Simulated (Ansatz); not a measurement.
The system is NbCd3.

```xyz
4
Lattice="4.2150 0.0000 0.0000 0.0000 4.2150 0.0000 0.0000 0.0000 4.2150" Properties=species:S:1:pos:R:3 pbc="T T T"
Cd    2.1075    2.1075    0.0000
Cd    2.1075    0.0000    2.1075
Cd    0.0000    2.1075    2.1075
Nb    0.0000    0.0000    0.0000
```

Base run:

| Quantity | Value |
| --- | --- |
| Program | Ansatz 0.2.0 |
| Functional | PBEsol |
| Potentials or basis | Ansatz PAW |
| Cutoff | 420 eV |
| Density cutoff | 1680 eV |
| k mesh | 6 × 6 × 6 |
| Occupations | fermi-dirac, width 0.05 eV |
| Spin | no spin polarisation |

Its results: band gap on the k mesh none (metal or under the smearing width); pressure 1.4 GPa.

**Question.** The run is repeated on the same cell with these changes: functional from PBEsol to PBE. What comes out?

**Answer.** Band gap on the k mesh none (metal or under the smearing width); pressure 7.2 GPa.

PBE binds less tightly than PBEsol, so the same cell stands under more pressure.

Caveats: the PAW data sets come from PBE, with cores solved anew for the run's functional, which leaves a small shift of forces and pressure (some runs).

Not every run made on this cell is shown here.
